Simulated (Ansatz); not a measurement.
**C2H5AlS: a ladder of functionals and wavefunction methods**

How much do the methods differ for C2H5AlS? The plan is to run it at one geometry with functionals of several rungs and with coupled cluster. The yardstick is the atomisation energy at the CCSD(T) limit.

Method: functionals in def2-TZVPP, the program's frozen cores in correlated methods; program: Ansatz 0.2.0, Gaussian basis.

Levels to be run: LDA (SPW92), PBE-D4, revPBE-D4, BLYP-D4, r2SCAN-D4, B97M-V, PBE0-D4, B3LYP-D4, r2SCANh-D4, r2SCAN0-D4, HSE06-D4, BHLYP-D4, CAM-B3LYP-D4, LC-ωPBE, ωB97X-V, ωB97M-V, B2PLYP, PBE-QIDH; CCSD(T)/def2-SVP; CCSD(T)/def2-TZVPP; MP2/def2-QZVPP; extrapolation to the limit; RPA on PBE.

## Step 1: Structure used throughout

An earlier PBE0-D4 in a triple-zeta def2 set relaxation fixed the geometry.

9 atoms, charge 0, spin multiplicity 1.

Atoms are counted from 1 here; the program's logs count them from 0.

Bond lengths: C1–C2 1.340 Å, C1–H5 1.086 Å, C1–H6 1.089 Å, C2–Al3 1.942 Å, C2–S4 1.757 Å, Al3–H7 1.584 Å, Al3–H8 1.587 Å, S4–H9 1.342 Å. Angles: C2–C1–H5 120.3°, C2–C1–H6 123.6°, H5–C1–H6 116.1°, C1–C2–Al3 118.3°, C1–C2–S4 120.0°, Al3–C2–S4 121.6°, C2–Al3–H7 118.1°, C2–Al3–H8 118.7°, H7–Al3–H8 123.3°, C2–S4–H9 97.6°.

## Step 2: LDA

This LDA is Slater exchange with PW92 correlation.

Contents of in.yaml:

```yaml
crystal:
  periodic: [false, false, false]
  atoms:
    - {symbol: C, position_ang: [-0.051968, 1.292425, -0.845419]}
    - {symbol: C, position_ang: [-0.306524, 0.328564, 0.050707]}
    - {symbol: Al, position_ang: [0.856025, -1.226152, 0.087578]}
    - {symbol: S, position_ang: [-1.664976, 0.490081, 1.152987]}
    - {symbol: H, position_ang: [0.786454, 1.196973, -1.528514]}
    - {symbol: H, position_ang: [-0.647630, 2.198371, -0.942270]}
    - {symbol: H, position_ang: [2.057318, -1.282522, -0.943087]}
    - {symbol: H, position_ang: [0.558980, -2.374388, 1.142275]}
    - {symbol: H, position_ang: [-1.499280, -0.669552, 1.808543]}
basis:
  gaussian: {orbitals: def2-TZVPP}
hamiltonian: {xc: lda}
output: {orbitals: {seedname: orbitals}}
```

After this run come: PBE-D4 (GGA); revPBE-D4 (GGA); BLYP-D4 (GGA); r2SCAN-D4 (meta-GGA); B97M-V (meta-GGA); PBE0-D4 (hybrid); B3LYP-D4 (hybrid); r2SCANh-D4 (hybrid); r2SCAN0-D4 (hybrid); HSE06-D4 (hybrid); BHLYP-D4 (hybrid); CAM-B3LYP-D4 (range-separated); LC-ωPBE (range-separated); ωB97X-V (range-separated); ωB97M-V (range-separated); B2PLYP (double hybrid); PBE-QIDH (double hybrid); CCSD(T) in def2-SVP; CCSD(T) in def2-TZVPP; MP2 in def2-QZVPP; RPA on PBE orbitals.

Before running them: what should the planned runs give, taken together? Wanted: atomisation energy, CCSD(T)/CBS; farthest beyond LDA; mean size of error, GGA; mean size of error, meta-GGA; mean size of error, hybrid; mean size of error, range-separated; mean size of error, double hybrid; gap, smallest and largest; T1 diagnostic.

**Answer**, as computed:

| quantity | value |
| --- | --- |
| atomisation energy, CCSD(T)/CBS | 3046.7 kJ/mol |
| functionals within 15.2 kJ/mol (0.5 %) | revPBE-D4, BLYP-D4, r2SCAN-D4, PBE0-D4, B3LYP-D4, r2SCANh-D4, HSE06-D4, CAM-B3LYP-D4, ωB97X-V, ωB97M-V |
| farthest beyond LDA | BHLYP-D4 (-81.0 kJ/mol) |
| mean size of error, GGA | 24.6 kJ/mol |
| mean size of error, meta-GGA | 29.8 kJ/mol |
| mean size of error, hybrid | 21.3 kJ/mol |
| mean size of error, range-separated | 12.9 kJ/mol |
| mean size of error, double hybrid | 29.5 kJ/mol |
| gap, smallest and largest | 2.82 eV (LDA (SPW92)), 9.34 eV (LC-ωPBE) |
| T1 diagnostic | 0.0125 |
| triples share of the correlation energy | 4.4 % |

**Reading.** LDA overbinds by 419.1 kJ/mol (14 %). PBE-D4 is off by +52.9 kJ/mol. Double hybrids carry the basis error of their MP2 part in triple zeta, and no dispersion term here, so their miss is partly the set-up's. Taken by rung, range-separated functionals do best (12.9 kJ/mol on average) and meta-GGA ones worst beyond LDA (29.8 kJ/mol). Misses under about 15.2 kJ/mol are within the doubt on the reference itself, which lacks core-valence correlation, relativity and higher excitations. Hartree-Fock recovers 73 % of the binding; the rest is correlation. CCSD(T) in def2-SVP is off by -167.0 kJ/mol, worse than the median functional, from the basis alone. Orbital gaps span 2.8 to 9.3 eV; exact exchange widens them. The restricted reference is unstable towards a spin-broken one.
